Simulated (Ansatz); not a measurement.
# TiO2 (Rutile): the cost of one run

Computed with Ansatz 0.2.0 (DFT PBE+U, scalar-relativistic, plane waves, PAW, unless a step's input says otherwise).

## (1) The structure to begin with

It takes space group P4_2/mnm (No. 136, tetragonal). The conventional cell has a = 4.640 Å, b = 4.640 Å, c = 3.007 Å, α = 90.00°, β = 90.00°, γ = 90.00°. Ti (site symmetry mmm) has 6 O at 1.97 to 2.01 Å as nearest neighbours. Around O (site symmetry m2m) lie 3 Ti at 1.97 to 2.01 Å.

As a file:

```
Ti O
1.0
     4.63994    0.00000    0.00000
     0.00000    4.63994    0.00000
     0.00000    0.00000    3.00672
Ti O
2 4
Direct
  0.00000 0.00000 0.00000
  0.50000 0.50000 0.50000
  0.30567 0.30567 0.00000
  0.19433 0.80567 0.50000
  0.69433 0.69433 0.00000
  0.80567 0.19433 0.50000
```

It is the result of an earlier relaxation at this level (volume 10.79 Å³/atom; gap on the mesh: 2.26 eV).

## (2) The bulk's band edges

The input, input.yaml:

```yaml
crystal:
  lattice:
    - [4.6399446936, 0.0, 0.0]
    - [0.0, 4.6399446936, 0.0]
    - [0.0, 0.0, 3.0067234922]
  atoms:
    - { symbol: Ti, position: [0.0, 0.0, 0.0] }
    - { symbol: Ti, position: [0.5, 0.5, 0.5] }
    - { symbol: O, position: [0.3056748301, 0.3056748301, 0.0] }
    - { symbol: O, position: [0.1943251699, 0.8056748301, 0.5] }
    - { symbol: O, position: [0.6943251699, 0.6943251699, 0.0] }
    - { symbol: O, position: [0.8056748301, 0.1943251699, 0.5] }
basis:
  ecutwfc: 420
kpoints:
  mp_grid: { grid: [6, 6, 10] }
  band_path: { path: [VBM, CBM], npoints: 2 }
hamiltonian:
  xc: pbe
  hubbard: { sites: [{ species: Ti, l: d, u_eff: 4.0 }] }
scf:
  occupations: { method: gaussian, width: 0.02 }
output:
  forces: true
  stress: true
  eigenvalues: true
```

The run is started by

```sh
ansatz run input.yaml --threads 4 --pin off --max-ram 10240MiB --backend cpu --events-out ev --progress --plain --runs-dir out
```

What time and memory should one allow on 4 threads of Intel Xeon at 2.50GHz (Skylake/Cascade Lake), shared host?

About 13 s, with a peak of 0.52 GiB.
